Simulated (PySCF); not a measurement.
# The bond of BeAl−, level by level

An exercise on one series of results from a longer session: the logs are not shown, and one member is left open.

Computed with PySCF 2.14.0. Level: Be aug-cc-pVDZ-DK, Al aug-cc-pVDZ-DK, spin-free X2C with a Gaussian nucleus.

3 further runs of the same task are left out: 3 set aside as unsound or not needed.

Set-up of the first run:

The job is set up so:

| Item | Value |
| --- | --- |
| atoms | Be, Al |
| charge | -1 |
| basis | Be aug-cc-pVDZ-DK, Al aug-cc-pVDZ-DK |
| Hamiltonian | spin-free X2C with a Gaussian nucleus |
| basis functions | 50 |
| electrons treated | 18 |
| masses in u | 9.0122, 26.9815 |
| levels | PBE0, PBE, r²SCAN, BHandHLYP, r²SCAN0, BP86, CAM-B3LYP, HF, MP2, SCS-MP2, CCSD, CCSD(T) |
| grid | 80 radial by 434 angular points |
| occupations | held fixed by the projection of orbital angular momentum |
| dissociation limit | Be + Al−, each in its ground configuration |
| starting distance in angstrom | 2.255 |
| values of 2S to try | 0, 2 |

Launch:

```
> OMP_NUM_THREADS=1 python dia.py task.json out
```

Among the steps run: Input; The PBE0 curve of the state that the search chose; PBE (GGA); r²SCAN (meta-GGA); BHandHLYP; r²SCAN0 (hybrid meta-GGA); BP86 (GGA); CAM-B3LYP (range-separated hybrid); ROHF (mean field); Adding correlation.

One of the session's tables, all rows but one given; the rest of the session is left out.

Energy (eV) from each level's lowest point:

| R (Å) | ROHF | ROHF-MP2 | ROHF-SCS-MP2 | ROHF-CCSD | ROHF-CCSD(T) |
| --- | --- | --- | --- | --- | --- |
| 1.994 | 0.524 | 0.464 | 0.467 | n/a | n/a |
| 2.086 | 0.277 | 0.217 | 0.221 | 0.236 | 0.226 |
| 2.179 | 0.126 | 0.073 | 0.078 | 0.091 | 0.082 |
| 2.248 | 0.058 | 0.019 | 0.022 | 0.031 | 0.025 |
| 2.318 | 0.019 | 0.000 | 0.000 | 0.004 | 0.000 |
| 2.388 | 0.001 | 0.009 | 0.005 | 0.000 | 0.001 |
| 2.480 | 0.000 | 0.054 | 0.042 | 0.023 | 0.031 |
| 2.596 | ? | ? | ? | ? | ? |
| 2.735 | 0.060 | 0.271 | 0.229 | 0.166 | 0.204 |
| 2.921 | 0.119 | 0.438 | 0.373 | n/a | n/a |

**Question.** Estimate the row for R (Å) = 2.596.

Worked estimate for «ROHF». A straight line through the neighbours (2.480, 0.000) and (2.735, 0.060) gives 0.000 + (0.060 − 0.000) × (2.596 − 2.480) / (2.735 − 2.480) = 0.027; a parabola fitted to 4 rows on both sides gives 0.023.

As computed: ROHF: 0.021; ROHF-MP2: 0.143; ROHF-SCS-MP2: 0.119; ROHF-CCSD: 0.079; ROHF-CCSD(T): 0.099. In «ROHF» the line misses by +0.006 and the parabola by +0.002.
